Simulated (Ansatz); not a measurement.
# Br: the cost of one run

Method: DFT r2SCAN, scalar-relativistic, plane waves, PAW, in Ansatz 0.2.0.

## 1. The structure to begin with

The structure is cubic, space group Fm-3m (No. 225). The conventional cell has a = 5.107 Å, b = 5.107 Å, c = 5.107 Å, α = 90.00°, β = 90.00°, γ = 90.00°. Around Br (site symmetry m-3m) lie 12 Br at 3.61 Å.

Structure file:

```xyz
1
Lattice="0.0000 2.5535 2.5535 2.5535 0.0000 2.5535 2.5535 2.5535 0.0000" Properties=species:S:1:pos:R:3 pbc="T T T"
Br    0.0000    0.0000    0.0000
```

This is candidate A: fcc type (Fm-3m, No. 225).

(A quick probe on a coarse mesh, which set the mesh and smearing, is not shown.)

## 3. Coarse relaxation (candidate A)

Contents of input.yaml:

```yaml
crystal:
  lattice:
    - [0.0, 2.5535098143, 2.5535098143]
    - [2.5535098143, 0.0, 2.5535098143]
    - [2.5535098143, 2.5535098143, 0.0]
  atoms:
    - { symbol: Br, position: [0.0, 0.0, 0.0] }
basis:
  ecutwfc: 500
kpoints:
  mp_grid: { grid: [6, 6, 6] }
hamiltonian:
  xc: r2scan
scf:
  occupations: { method: gaussian, width: 0.1 }
  lower_state_search: "off"
output:
  forces: true
  stress: true
  eigenvalues: true
relax:
  adjacent_minimum: "off"
  f_tol: 0.04
  max_steps: 70
  cell: { stress_tol: 0.4 }
```

**Question.** How long does this run take on 1 thread of an Arm CPU, shared host, and how much memory does it need?

About 4.3 s, with a peak of 0.34 GiB.
